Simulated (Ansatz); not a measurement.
**CoAu: magnetic states**

The task here is to estimate one member of a computed series from the others.

Computed with Ansatz 0.2.0 (DFT PBE, scalar-relativistic, plane waves, PAW, unless a step's input says otherwise).

1 further run of the same task is left out (it didn't finish).

## The structure to begin with

It takes space group R-3m (No. 166, trigonal). Conventional cell: a = 2.706 Å, b = 2.706 Å, c = 13.258 Å, α = 90.00°, β = 90.00°, γ = 120.00°. Co (site symmetry -3m) has 6 Co at 2.71 Å and 6 Au at 2.71 Å as nearest neighbours. Au (site symmetry -3m) has 6 Au at 2.71 Å and 6 Co at 2.71 Å as nearest neighbours.

As a file:

```cif
data_structure
_symmetry_space_group_name_H-M 'P 1'
_symmetry_Int_Tables_number 1
_cell_length_a 4.6874
_cell_length_b 4.6874
_cell_length_c 4.6874
_cell_angle_alpha 33.557
_cell_angle_beta 33.557
_cell_angle_gamma 33.557
_cell_volume 28.03
loop_
_atom_site_label
_atom_site_type_symbol
_atom_site_fract_x
_atom_site_fract_y
_atom_site_fract_z
_atom_site_occupancy
Co1 Co 0.00000 0.00000 0.00000 1
Au1 Au 0.50000 0.50000 0.50000 1
```

This is a hypothetical structure, made by putting the elements on a prototype's sites.

Set-up of the first run:

(A quick probe on a coarse mesh, which set the mesh and smearing, is not shown.)

input.yaml

```yaml
crystal:
  lattice:
    - [1.9136121989, 1.9136121989, 3.8272243977]
    - [1.9136121989, 3.8272243977, 1.9136121989]
    - [3.8272243977, 1.9136121989, 1.9136121989]
  atoms:
    - { symbol: Co, position: [0.0, 0.0, 0.0], spin: 1.78 }
    - { symbol: Au, position: [0.5, 0.5, 0.5] }
basis:
  ecutwfc: 420
kpoints:
  mp_grid: { grid: [12, 12, 12] }
hamiltonian:
  xc: pbe
scf:
  occupations: { method: gaussian, width: 0.1 }
output:
  forces: true
  stress: true
  eigenvalues: true
  populations: true
magnetization:
  spin_polarized: true
relax:
  adjacent_minimum: "off"
  f_tol: 0.05
  max_steps: 80
  cell: { stress_tol: 0.5 }
```

The run is started by

```bash
ansatz run input.yaml --threads 1 --pin off --max-ram 2560MiB --backend cpu --events-out ev --progress --plain --runs-dir out
```

Steps of the session up to this table: A loose first relaxation; Relaxing cell and atoms; Magnetic start: no spin polarisation; Start: ferromagnetic; Start: large parallel starting moments; Start: antiferromagnetic, doubled cell, propagation vector (0, 0, 1/2); Start: small parallel starting moments.

One table of the session follows, with a row left open; its other results are not shown here.

It belongs to the step «The magnetic starts in order of energy». 

| start | energy above the lowest (meV/atom) | pressure (GPa) |
| --- | --- | --- |
| ferromagnetic | 0.00 | 0.0 |
| large parallel starting moments | 0.00 | 0.0 |
| small parallel starting moments | 0.00 | 0.0 |
| antiferromagnetic, doubled cell, propagation vector (0, 0, 1/2) | ? | ? |
| no spin | 190 | -4.4 |

Q: Estimate the row for antiferromagnetic, doubled cell, propagation vector (0, 0, 1/2) from the others.

The run gave: energy above the lowest (meV/atom): 93.6; pressure (GPa): 0.3. In the column «energy above the lowest (meV/atom)» it lies between small parallel starting moments (0.00) and no spin (190).

Caveats from the session: Only these starts were tried, so a lower state is not ruled out.
